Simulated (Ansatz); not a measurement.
**CH₄BBrO₂: small, medium and large basis sets**

One table from this session's results is given with a row withheld; the runs are named, their logs left out.

Program: Ansatz 0.2.0, Gaussian basis. Level of theory: one geometry, several basis sets. These are calculated values, not measurements.

The runs, in order: PBE0-D4/def2-SVP; ωB97M-V/def2-SVP; PBE0-D4/def2-QZVPP; ωB97M-V/def2-QZVPP; the functionals' def2-TZVPP values are taken from earlier runs.

## The geometry

The geometry comes from an earlier relaxation with PBE0-D4 in a triple-zeta def2 set; it is a stationary point, not always the lowest conformer.

SMILES `COB(O)Br`, 9 atoms, charge 0, spin multiplicity 1.

Atoms are counted from 1 here; the program's logs count them from 0.

Bond lengths: C1–O2 1.413 Å, C1–H6 1.092 Å, C1–H7 1.092 Å, C1–H8 1.089 Å, O2–B3 1.338 Å, B3–O4 1.350 Å, B3–Br5 1.958 Å, O4–H9 0.959 Å. Angles: O2–C1–H6 111.0°, O2–C1–H7 111.0°, O2–C1–H8 107.1°, H6–C1–H7 108.9°, H6–C1–H8 109.4°, H7–C1–H8 109.4°, C1–O2–B3 124.8°, O2–B3–O4 119.0°, O2–B3–Br5 121.6°, O4–B3–Br5 119.5°, B3–O4–H9 113.3°.

Coordinates:

```xyz
9
CH4BBrO2
C     0.00925   -0.92486   -1.14588
O     0.46384   -0.59618    0.15092
B     0.11098    0.50310    0.82721
O     0.61657    0.70089    2.06291
Br   -1.11725    1.82442    0.06577
H     0.29393   -0.15606   -1.86748
H    -1.07664   -1.04071   -1.16241
H     0.47747   -1.86921   -1.42037
H     0.31034    1.51241    2.47222
```

The first run:

Input file in.yaml:

```yaml
crystal:
  periodic: [false, false, false]
  atoms:
    - {symbol: C, position_ang: [0.009251, -0.924857, -1.145878]}
    - {symbol: O, position_ang: [0.463839, -0.596181, 0.150923]}
    - {symbol: B, position_ang: [0.110979, 0.503103, 0.827211]}
    - {symbol: O, position_ang: [0.616567, 0.700887, 2.062908]}
    - {symbol: Br, position_ang: [-1.117248, 1.824419, 0.065770]}
    - {symbol: H, position_ang: [0.293931, -0.156061, -1.867481]}
    - {symbol: H, position_ang: [-1.076636, -1.040707, -1.162406]}
    - {symbol: H, position_ang: [0.477475, -1.869211, -1.420369]}
    - {symbol: H, position_ang: [0.310343, 1.512407, 2.472220]}
basis:
  gaussian: {orbitals: def2-SVP}
hamiltonian: {xc: pbe0, dispersion: d4}
output: {orbitals: {seedname: orbitals}}
```

Started as:

```console
$ ansatz run in.yaml --threads 4 --pin off --events-out ev --progress --plain --max-ram 10444MiB
```

Among the steps run: PBE0-D4 in def2-SVP; ωB97M-V in def2-SVP; PBE0-D4 in def2-QZVPP; ωB97M-V in def2-QZVPP.

One of the session's tables, all rows but one given; the rest of the session is left out.

It belongs to the step «Functionals by basis». 

```
functional       basis  HOMO (eV)  LUMO (eV)
   PBE0-D4    def2-SVP          ?          ?
   PBE0-D4  def2-TZVPP      -8.49       0.74
   PBE0-D4  def2-QZVPP      -8.51       0.47
   ωB97M-V    def2-SVP     -10.58       3.16
   ωB97M-V  def2-TZVPP     -10.75       2.12
   ωB97M-V  def2-QZVPP     -10.77       1.64
```

**Question.** Estimate the row for PBE0-D4, def2-SVP.

As computed: HOMO (eV): -8.34; LUMO (eV): 1.05. In the column «HOMO (eV)» it is the highest.
